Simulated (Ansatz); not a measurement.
# In2Ni3S2: the cost of one run

Program: Ansatz 0.2.0. Level of theory: DFT PBEsol, scalar-relativistic, plane waves, PAW. These are calculated values, not measurements.

### Step 1. The starting structure

Symmetry: R-3m, No. 166, trigonal system. Conventional cell: a = 5.378 Å, b = 5.378 Å, c = 13.482 Å, α = 90.00°, β = 90.00°, γ = 120.00°. Around In (site symmetry -3m) lie 6 Ni at 2.69 Å and 2 S at 3.01 Å. Around In (site symmetry -3m) lie 6 Ni at 2.73 Å. Ni (site symmetry 2/m) has 2 S at 2.15 Å as nearest neighbours. S (site symmetry 3m) has 3 Ni at 2.15 Å and 1 In at 3.01 Å as nearest neighbours.

Coordinates:

```xyz
7
Lattice="2.6888 1.5524 4.4940 -2.6888 1.5524 4.4940 0.0000 -3.1048 4.4940" Properties=species:S:1:pos:R:3 pbc="T T T"
In    0.0000    0.0000    6.7411
In    0.0000    0.0000    0.0000
Ni    1.3444    0.7762    2.2470
Ni   -1.3444    0.7762    2.2470
Ni    0.0000   -1.5524    2.2470
S     0.0000    0.0000    9.7487
S     0.0000    0.0000    3.7335
```

The structure comes from the Materials Project (structure only).

(A quick probe on a coarse mesh, which set the mesh and smearing, is not shown.)

### Step 3. Full relaxation

File input.yaml:

```yaml
crystal:
  lattice:
    - [2.6888421947, 1.5524037649, 4.4940345138]
    - [-2.6888421947, 1.5524037649, 4.4940345138]
    - [0.0, -3.1048075299, 4.4940345138]
  atoms:
    - { symbol: In, position: [0.5, 0.5, 0.5] }
    - { symbol: In, position: [0.0, 0.0, 0.0] }
    - { symbol: Ni, position: [0.5, 0.0, 0.0] }
    - { symbol: Ni, position: [0.0, 0.5, 0.0] }
    - { symbol: Ni, position: [0.0, 0.0, 0.5] }
    - { symbol: S, position: [0.72308081, 0.72308081, 0.72308081] }
    - { symbol: S, position: [0.27691919, 0.27691919, 0.27691919] }
basis:
  ecutwfc: 420
kpoints:
  mp_grid: { grid: [9, 9, 9] }
hamiltonian:
  xc: pbesol
scf:
  occupations: { method: gaussian, width: 0.1 }
output:
  forces: true
  stress: true
  eigenvalues: true
  write_density: true
  write_potential: true
  elf: true
  volumetric_format: npy
relax:
  adjacent_minimum: "off"
  f_tol: 0.005
  max_steps: 80
  cell: { stress_tol: 0.05 }
```

Launch:

```console
> ansatz run input.yaml --threads 2 --pin off --max-ram 5120MiB --backend cpu --events-out ev --progress --plain --runs-dir out
```

**Question.** How long does this run take on 2 threads of AMD EPYC 9R45 (Zen 5), shared host, and how much memory does it need?

About 48 s, with a peak of 0.75 GiB.
